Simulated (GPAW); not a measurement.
Wanted: an ASE script for a GPAW 26.7.0 run.

* Task: relaxation of cell and atoms
* Functional: PBEsol
* Dispersion: D3
* Potentials or basis: PAW data sets generated in the run's folder for this functional
* Cutoff: 600 eV
* Basis: pw
* k mesh: 7 × 7 × 7
* Occupations: fermi-dirac, width 0.05 eV
* Spin: no spin polarisation
* Maxiter: 150
* Optimizer: BFGS
* Fmax: 0.02 eV/Å
* Max steps: 60
* Convergence: density=1e-05 forces=0.0001

SnSe:

```
Sn Se
1.0
     0.00000    3.39084    3.39084
     3.39084    0.00000    3.39084
     3.39084    3.39084    0.00000
Sn Se
1 1
Direct
  0.00000 0.00000 0.00000
  0.75000 0.75000 0.75000
```

The cell was built by a generator and needn't be a form met in nature.

One way to write it, as run:

run.py

```python
from ase import Atoms
from ase.calculators.mixing import SumCalculator
from ase.filters import FrechetCellFilter
from ase.io import write
from ase.optimize import BFGS
from dftd3.ase import DFTD3
from gpaw import GPAW, PW, setup_paths

setup_paths.insert(0, '.')

atoms = Atoms(['Sn', 'Se'],
              cell=[[0.0, 3.39084, 3.39084],
                    [3.39084, 0.0, 3.39084],
                    [3.39084, 3.39084, 0.0]],
              scaled_positions=[[0.0, 0.0, 0.0],
                                [0.75, 0.75, 0.75]],
              pbc=True)

calc = GPAW(mode=PW(600),
            xc='PBEsol',
            kpts={'size': (7, 7, 7), 'gamma': True},
            occupations={'name': 'fermi-dirac', 'width': 0.05},
            nbands=19,
            convergence={'density': 1e-05, 'forces': 0.0001},
            maxiter=150,
            txt='gpaw.txt')
atoms.calc = SumCalculator([calc, DFTD3(method='pbesol', damping='d3zero')])
opt = BFGS(FrechetCellFilter(atoms), trajectory='relax.traj', logfile='-')
done = opt.run(fmax=0.02, steps=60)
calc.write('gs.gpw')
write('result.traj', atoms)
print('Converged:', done)
print('Cell:', atoms.cell.cellpar().round(4))
print('Volume:', round(atoms.get_volume(), 4))
print(atoms.get_scaled_positions().round(5))
```

Potentials or basis: PAW data sets generated in the run's folder for this functional, pw.

The run is started by

```console
$ gpaw-setup -f PBEsol Se Sn
$ OMP_NUM_THREADS=1 python run.py
```

It gave:

The relaxed volume is 36.64 Å³/atom. The relaxed cell is a = 4.697 Å, b = 4.697 Å, c = 4.697 Å, α = 60.00°, β = 60.00°, γ = 60.00°. The space group after relaxing (to 0.05 Å) is F-43m (No. 216). The energy gained by relaxing is 15.2 meV/atom. The ionic steps are 3, the pressure after relaxing is 0.0 GPa and the band gap on the k mesh is none (metal or under the smearing width). The dispersion energy per atom is -0.137 eV.

Caveat: later steps reuse the first step's grids; pairwise dispersion overbinds metals, which lowers pressure and volume.

Wall time 61 s on 1 thread of Arm Neoverse V1, on a shared host, peak memory 0.21 GiB.
